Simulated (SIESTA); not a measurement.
Crystal: CsLiCr2Te2S3.

```
CELL_PARAMETERS angstrom
3.42162 -5.18069 0.00784
3.42162 5.18069 0.00784
-2.90411 0.00000 7.43093
ATOMIC_POSITIONS crystal
Cs 0.09374 0.09374 0.00853
Li 0.58875 0.58875 0.55336
Cr 0.05646 0.46755 0.55790
Cr 0.46755 0.05646 0.55790
Te 0.56486 0.87357 0.29035
Te 0.87357 0.56486 0.29035
S 0.81151 0.39697 0.73347
S 0.39697 0.81151 0.73347
S 0.21404 0.21404 0.48371
```

The cell was built by a generator and needn't be a form met in nature.

Alike in all runs: program SIESTA 5.4.2; functional PBE; potentials or basis PseudoDojo 0.4 standard (PBE files); basis DZP (energy shift 0.003 Ry; two zetas on semicore shells; d shell added on Cs); grid cutoff 800 Ry; energy shift 0.003 Ry; k mesh 5 × 5 × 4; occupations fermi-dirac, width 0.05 eV.

The same cell was started in several ways:

| start | free energy over the lowest (meV/atom) | net moment (μB) | site or absolute moments (μB) | gap |
| --- | --- | --- | --- | --- |
| collinear spin, antiferromagnetic start of up to 3 μB | 34.4 | 0.00 | Cs -0.00; Li -0.00; Cr +2.37, -2.37; Te +0.19, -0.19; S +0.00, -0.00 | none (metal or under the smearing width) |
| collinear spin, ferromagnetic start of up to 3 μB | 0.0 | 4.02 | Cs -0.03; Li -0.03; Cr +2.63; Te -0.40; S -0.12, -0.11 | none (metal or under the smearing width) |
| collinear spin, fm_larger start of up to 4.5 μB | 0.0 | 4.02 | Cs -0.03; Li -0.03; Cr +2.63; Te -0.41; S -0.12, -0.11 | none (metal or under the smearing width) |
| collinear spin, ferrimagnetic start of up to 3 μB | 34.4 | 0.00 | Cs +0.00; Li -0.00; Cr +2.37, -2.37; Te +0.19, -0.19; S +0.00, -0.00 | none (metal or under the smearing width) |
| collinear spin, zero start | 111.8 | 0.00 | - | none (metal or under the smearing width) |

The spin-polarised runs without a constraint all converged, yet they end up to 112 meV/atom apart: a converged run can sit in a state that isn't the lowest. A still lower state may exist.

Caveats: the basis of atomic orbitals isn't converged, which shifts pressures, moduli and gaps.
